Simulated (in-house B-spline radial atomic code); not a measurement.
# Ir⁸⁺: density, ELF and screening along the radius

Aim: the shell structure of Ir⁸⁺ in the radial density, the electron localisation function and the screened nuclear charge, under several settings.

The numbers are computed with in-house B-spline radial atomic code version 1 (several methods, spin-polarised, as named in each step; spherical all-electron atom at the radial basis limit), except any that are marked as measured or tabulated.

## (1) What is computed

```
element       : iridium (Z = 77)
charge        : +8
electrons     : 69
configuration : [Xe] 4f14 5d1
nucleus       : point (non-relativistic runs) or finite (X2C runs)
```

The outer shells:

[Xe] 4f14 5d1
```
[Xe] core
4f [↑↓][↑↓][↑↓][↑↓][↑↓][↑↓][↑↓]
5d [↑ ][  ][  ][  ][  ]
```

Where spins are not typed, each open shell is filled with up spins first.

## (2) PBE, X2C, [Xe] 4f14 5d1

The run's settings:

```ini
Z = 77
electrons = 69.0
configuration = [Xe] 4f14 5d1
hamiltonian = x2c
method = pbe,pbe
spin_polarised = True
nucleus = fermi
rms_radius = 5.4032
mass_number = 193
atomic_mass = 192.962923753
speed_of_light = 137.035999084
```

Started as:

```console
$ python run_scf.py task.json out
```

The settings of every run stand in task.json; they run in order.

## (3) Hartree-Fock, X2C, [Xe] 4f14 5d1

The settings differ from step 2 so:

```diff
@@ -4,3 +4,3 @@
 hamiltonian = x2c
-method = pbe,pbe
+method = hf
 spin_polarised = True
```

## (4) RPBE, X2C, [Xe] 4f14 5d1

The settings differ from step 3 so:

```diff
@@ -4,3 +4,3 @@
 hamiltonian = x2c
-method = hf
+method = rpbe,pbe
 spin_polarised = True
```

## (5) exchange-only LDA, X2C, [Xe] 4f14 5d1

The settings differ from step 4 so:

```diff
@@ -4,3 +4,3 @@
 hamiltonian = x2c
-method = rpbe,pbe
+method = lda,
 spin_polarised = True
```

## (6) LDA (VWN5), X2C, [Xe] 4f13 5d1 6s1

The settings differ from step 5 so:

```diff
@@ -2,5 +2,5 @@
 electrons = 69.0
-configuration = [Xe] 4f14 5d1
+configuration = [Xe] 4f13 5d1 6s1
 hamiltonian = x2c
-method = lda,
+method = lda,vwn
 spin_polarised = True
```

Before running: How large is the system in each run, where do the shell borders lie, and what is the highest level?

As calculated:

| run | total energy (hartree) | highest level (eV) | radius holding 50 / 90 / 99 % (bohr) | radius at n = 0.001 (bohr) | ELF minima on the full grid (bohr) |
| --- | --- | --- | --- | --- | --- |
| PBE, X2C, [Xe] 4f14 5d1 | -17814.0802 | -113.40 | 0.339 / 0.936 / 1.63 | 2.51 | 0.025, 0.088, 0.25, 0.70 |
| Hartree-Fock, X2C, [Xe] 4f14 5d1 | -17808.9116 | -121.03 | 0.339 / 0.935 / 1.63 | 2.51 | 0.025, 0.088, 0.25, 0.70 |
| RPBE, X2C, [Xe] 4f14 5d1 | -17814.7532 | -113.32 | 0.339 / 0.936 / 1.63 | 2.51 | 0.025, 0.088, 0.25, 0.70 |
| exchange-only LDA, X2C, [Xe] 4f14 5d1 | -17795.3063 | -112.06 | 0.339 / 0.937 / 1.63 | 2.51 | 0.025, 0.088, 0.25, 0.70 |
| LDA (VWN5), X2C, [Xe] 4f13 5d1 6s1 | -17799.3276 | -96.517 | 0.339 / 0.966 / 1.90 | 2.98 | 0.024, 0.088, 0.26, 0.76, 1.8 |

**Reading.** In the first run ELF has 4 minima on the grid, which mark the borders between shells. On the record's full grid the screened charge (r times the electrostatic potential) falls from 76.8 near the nucleus to 8.00 at 4.6 bohr; far out it tends to the net charge, 8. The radius that holds 99 % of the electrons runs from 1.63 bohr (RPBE, X2C, [Xe] 4f14 5d1) to 1.90 bohr (LDA (VWN5), X2C, [Xe] 4f13 5d1 6s1). The grid is coarse (about 23 % a step), so the places of minima are rough. For X2C runs ELF uses the non-relativistic kinetic energy density, and the fields carry no picture-change correction.
